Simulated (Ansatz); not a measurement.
**BH3O2Te: basis-set convergence**

One table from this session's results is given with a row withheld; the runs are named, their logs left out.

Method: one geometry, several basis sets; program: Ansatz 0.2.0, Gaussian basis.

Levels to be run: PBE0-D4/def2-SVP; ωB97M-V/def2-SVP; PBE0-D4/def2-QZVPP; ωB97M-V/def2-QZVPP; the functionals' def2-TZVPP values are taken from earlier runs.

### The geometry

An earlier PBE0-D4 in a triple-zeta def2 set relaxation fixed the geometry. Te takes the def2 core potential; no spin-orbit term is included.

7 atoms, charge 0, spin multiplicity 1.

Atoms are counted from 1 here; the program's logs count them from 0.

Bond lengths: O1–B2 1.353 Å, O1–H5 0.957 Å, B2–O3 1.354 Å, B2–Te4 2.206 Å, O3–H6 0.957 Å, Te4–H7 1.657 Å. Angles: B2–O1–H5 114.6°, O1–B2–O3 116.8°, O1–B2–Te4 122.8°, O3–B2–Te4 120.4°, B2–O3–H6 115.7°, B2–Te4–H7 93.3°.

The first run:

The input, in.yaml:

```yaml
crystal:
  periodic: [false, false, false]
  atoms:
    - {symbol: O, position_ang: [0.130088, 1.424833, -0.102416]}
    - {symbol: B, position_ang: [0.244652, 0.152714, 0.342445]}
    - {symbol: O, position_ang: [0.934676, -0.032761, 1.493002]}
    - {symbol: Te, position_ang: [-0.633441, -1.568469, -0.722425]}
    - {symbol: H, position_ang: [-0.363282, 1.518577, -0.917590]}
    - {symbol: H, position_ang: [1.006614, -0.938891, 1.793213]}
    - {symbol: H, position_ang: [-1.258108, -0.624003, -1.931829]}
basis:
  gaussian: {orbitals: def2-SVP}
hamiltonian: {xc: pbe0, dispersion: d4}
output: {orbitals: {seedname: orbitals}}
```

Among the steps run: PBE0-D4 in def2-SVP; ωB97M-V in def2-SVP; PBE0-D4 in def2-QZVPP; ωB97M-V in def2-QZVPP.

One of the session's tables, all rows but one given; the rest of the session is left out.

It belongs to the step «Density functionals: the series». 

```
functional       basis  HOMO (eV)
   PBE0-D4    def2-SVP      -6.56
   PBE0-D4  def2-TZVPP      -6.68
   PBE0-D4  def2-QZVPP      -6.70
   ωB97M-V    def2-SVP          ?
   ωB97M-V  def2-TZVPP      -8.76
   ωB97M-V  def2-QZVPP      -8.79
```

Estimate the missing values for ωB97M-V, def2-SVP.

The run gave: HOMO (eV): -8.61. In the column «HOMO (eV)» it lies between ωB97M-V, def2-TZVPP (-8.76) and PBE0-D4, def2-QZVPP (-6.70).
